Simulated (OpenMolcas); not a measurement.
**AlSiNH6O (SMILES O[SiH2][NH][AlH2]): an attempt with OpenMolcas**

Wanted: the excited states of AlSiNH6O.

Program for the calculation: OpenMolcas 26.06.

## 1. The system as given

The species is AlSiNH6O (10 atoms), meant as a singlet with charge 0. As SMILES, `O[SiH2][NH][AlH2]`. All atoms were displaced at random from a relaxed shape.

Bond lengths: O1–Si2 1.687 Å, Si2–N3 1.615 Å, N3–Al4 1.817 Å, O1–H5 0.953 Å, Si2–H6 1.431 Å, Si2–H7 1.456 Å, N3–H8 0.767 Å, Al4–H9 1.631 Å. Some angles: O1–Si2–N3 108.0°, Si2–N3–Al4 118.3°, O1–Si2–H6 113.2°, O1–Si2–H7 99.4°, N3–Si2–H6 118.8°, N3–Si2–H7 109.6°, Si2–O1–H5 127.3°, Si2–N3–H8 125.9°, Al4–N3–H8 114.8°, N3–Al4–H9 127.7°.

## 2. The run

step11.input reads:

```
&GATEWAY
COORD
10
angstrom
O       -1.799086      -0.662501      -1.108840
Si      -0.547219       0.401354      -0.724682
N        0.646379      -0.455223      -0.053410
Al       1.285949       0.075414       1.562662
H       -2.448185      -0.564587      -1.799131
H       -0.998793       1.587733      -0.064171
H       -0.161048       0.808506      -2.067869
H        1.061322      -0.998886      -0.401420
H        0.568410       1.063796       2.642869
H        2.571362      -1.109317       2.386090
BASIS = ANO-R1
GROUP = NoSym
RICD
&SEWARD
&RASSCF
FILEORB = $CurrDir/step2.RasOrb
SPIN = 1
NACTEL = 2 0 0
INACTIVE = 23
RAS2 = 2
CIROOT = 3 3 1
ITERATIONS = 1 100
ORBLISTING = Nothing
&CASPT2
MULTISTATE = all
```

The run is started by

```console
export MOLCAS_MEM=1860
pymolcas step11.input > step11.log
```

The program printed:

```text
--- Start Module: gateway ---

                                              &GATEWAY

                       available to each process: 1.9 GB of memory, 1 thread

++    Symmetry information:
      ---------------------

                    Character Table for C1

                             E
                    a        1  x, y, xy, Rz, z, xz, Ry, yz, Rx, I
--

++    Basis set information:
      ----------------------

      Basis set label: O.ANO-R...3S2P1D.

      Electronic valence basis set:
      ------------------
      Associated Effective Charge   8.000000 au
      Associated Actual Charge      8.000000 au
      Nuclear Model: Finite nucleus - Gaussian distribution
        Gaussian exponent, Xi/bohr**(-2):  5.86314E+08

      Shell  nPrim  nBasis  Cartesian Spherical Contaminant
         s      13       3        X
         p       8       2        X
         d       4       1                 X

      Basis set label: SI.ANO-R...4S3P1D.

      Electronic valence basis set:
      ------------------
      Associated Effective Charge  14.000000 au
      Associated Actual Charge     14.000000 au
      Nuclear Model: Finite nucleus - Gaussian distribution
        Gaussian exponent, Xi/bohr**(-2):  4.34677E+08

[... 230 lines left out ...]
                                         RASSCF iterations: Energy and convergence statistics
[... 16 lines left out ...]
      printout of CI-coefficients larger than  0.05 for root  1
[... 6 lines left out ...]
      printout of CI-coefficients larger than  0.05 for root  2
[... 6 lines left out ...]
      printout of CI-coefficients larger than  0.05 for root  3
[... 6 lines left out ...]
      Natural orbitals and occupation numbers for root  1
[... 9 lines left out ...]
      *                                                    Final results                                                     *
[... 16 lines left out ...]
      Final state energy(ies):
[... 4 lines left out ...]
::    RASSCF root number  3 Total energy:   -664.21512797
[... 89 lines left out ...]
      Von Neumann Entropy (Root   2) =  0.99406
[... 117 lines left out ...]
      Dipole Moment (debye):
[... 56 lines left out ...]
--

      Average orbitals are written to the RASORB file
      Natural orbitals for root   1 are written to the RASORB.1 file
      Natural orbitals for root   2 are written to the RASORB.2 file
      Natural orbitals for root   3 are written to the RASORB.3 file
      Spin density orbitals for root   1 are written to the SPDORB.1 file
      Spin density orbitals for root   2 are written to the SPDORB.2 file
      Spin density orbitals for root   3 are written to the SPDORB.3 file

--- Stop Module: rasscf /rc=_RC_NOT_CONVERGED_ ---
           step11.RasOrb.2 step11.RasOrb.3 step11.rasscf.h5 step11.SpdOrb.1 step11.SpdOrb.2 step11.SpdOrb.3 xmldump
--- Module rasscf spent 1 second ---

.#######################.
.# Convergence problem #.
.#######################.

    Timing: Wall=4.48 User=4.14 System=0.33
```

Wall time 4.8 s (1 thread of Intel Xeon 6975P-C (Granite Rapids), shared host); peak memory 0.085 GiB.

## 3. Reading the log

The iterations ended before the threshold was met.

The cause is that the iteration cap is too low for convergence. To mend it: RASSCF iteration cap default in place of 1.
